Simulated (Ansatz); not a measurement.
Predict the output of the script below (the Ansatz DFT code, driven from Python).

`run_freq.py`:
```python
'''Vibrations of CH3ClFOSb.'''

import itertools

import ansatz as az
from ase.data import atomic_numbers, covalent_radii
import numpy as np


def main() -> None:
    ch3clfosb = (
        az.Crystal.molecule()
        .atom('C', (-0.4725, 0.2082, 1.1341))
        .atom('O', (0.4709, -0.4631, 0.4434))
        .atom('Sb', (-0.1742, -0.6696, -1.4986))
        .atom('F', (1.5058, -1.8111, -1.9226))
        .atom('Cl', (1.0427, 1.3056, -2.1702))
        .atom('H', (-1.4812, -0.2905, 1.1066))
        .atom('H', (-0.1851, 0.3847, 2.1837))
        .atom('H', (-0.6144, 1.2787, 0.6678))
    )

    job = (
        ch3clfosb.calculation()
        .basis(gaussian='def2-SVP')
        .functional('pbe0')
        .accuracy('medium')
    )
    symbols = [site.symbol for site in ch3clfosb.cartesian_sites]
    start = np.array([site.position_ang for site in ch3clfosb.cartesian_sites], dtype=float)
    report = job.relax(force_tolerance=0.003).run().report
    end = np.array(report['positions_ang'])

    # pairs closer than 1.2 times the sum of covalent radii, before or after
    radius = [covalent_radii[atomic_numbers[s]] for s in symbols]
    span = lambda where, i, j: np.linalg.norm(where[i] - where[j])
    bonded = [(i, j) for i, j in itertools.combinations(range(len(symbols)), 2) if min(span(start, i, j), span(end, i, j)) < 1.2 * (radius[i] + radius[j])]
    print('pair        before    after (A)')
    for i, j in bonded:
        print(f'{symbols[i]}{i}-{symbols[j]}{j}'.ljust(10), f'{span(start, i, j):8.4f} {span(end, i, j):8.4f}')

    # same settings at the minimum
    minimum = az.Crystal.molecule()
    for symbol, place in zip(symbols, end):
        minimum = minimum.atom(symbol, place.tolist())
    vibrating = (
        minimum.calculation()
        .basis(gaussian='def2-SVP')
        .functional('pbe0')
        .accuracy('medium')
        .phonons(temperatures=(298.15, 498.15, 100))
    )
    vib = vibrating.run().report['vibrations']
    sums = vib['harmonic_sums']
    modes = [m['omega_inv_cm'] for m in sums['modes_at_gamma'] if m['rigid_motion'] == 'no']
    for number, w in enumerate(modes, start=1):
        print(f'mode {number:2d} {w:9.1f} 1/cm {w / 8065.544 * 1000:8.2f} meV')
    print('imaginary modes:', sum(w < 0 for w in modes), ' zero-point energy:', round(sums['zero_point_energy_ev'], 4), 'eV')
    print('T (K)   F_vib (eV)   S_vib (meV/K)   C_vib (meV/K)')
    for row in zip(sums['temperatures_k'], sums['vibrational_free_energy_ev'], vib['entropy_ev_per_k'], vib['heat_capacity_ev_per_k']):
        print(f'{row[0]:6.1f} {row[1]:11.4f} {1000 * row[2]:13.4f} {1000 * row[3]:15.4f}')


if __name__ == '__main__':
    main()
```

`python run_freq.py` gives:
```text
pair        before    after (A)
C0-O1        1.3482   1.4106
C0-H5        1.1256   1.1007
C0-H6        1.1025   1.1029
C0-H7        1.1762   1.1038
O1-Sb2       2.0567   1.9544
Sb2-F3       2.0749   1.9357
Sb2-Cl4      2.4152   2.3759
mode  1      75.1 1/cm     9.31 meV
mode  2      81.1 1/cm    10.06 meV
mode  3     132.1 1/cm    16.38 meV
mode  4     166.8 1/cm    20.68 meV
mode  5     214.2 1/cm    26.55 meV
mode  6     299.8 1/cm    37.17 meV
mode  7     367.3 1/cm    45.54 meV
mode  8     573.4 1/cm    71.09 meV
mode  9     631.8 1/cm    78.33 meV
mode 10    1119.9 1/cm   138.85 meV
mode 11    1169.0 1/cm   144.94 meV
mode 12    1179.5 1/cm   146.24 meV
mode 13    1455.3 1/cm   180.44 meV
mode 14    1462.7 1/cm   181.35 meV
mode 15    1479.7 1/cm   183.46 meV
mode 16    3030.6 1/cm   375.75 meV
mode 17    3122.0 1/cm   387.08 meV
mode 18    3147.1 1/cm   390.19 meV
imaginary modes: 0  zero-point energy: 1.2217 eV
T (K)   F_vib (eV)   S_vib (meV/K)   C_vib (meV/K)
 298.1      1.1013        0.8182          0.6843
 398.1      1.0086        1.0325          0.8005
 498.1      0.8956        1.2230          0.9008
```

What to keep in mind:
- These settings explore the input space; basis and method may be short of convergence.
- The frequencies are harmonic and unscaled, in a modest basis. The result belongs to the one conformer reached from this start, and soft torsions count as harmonic oscillators.
- def2 sets replace the cores of elements past krypton by effective core potentials.
- Wall time of the script: 7.1 min on 1 thread of Arm Neoverse V1, on a shared host, peak memory 0.32 GiB.

(A comment or docstring line of the script was reworded after the run, the code is as it ran; lines on the test bed's own set-up are left out of the output.)
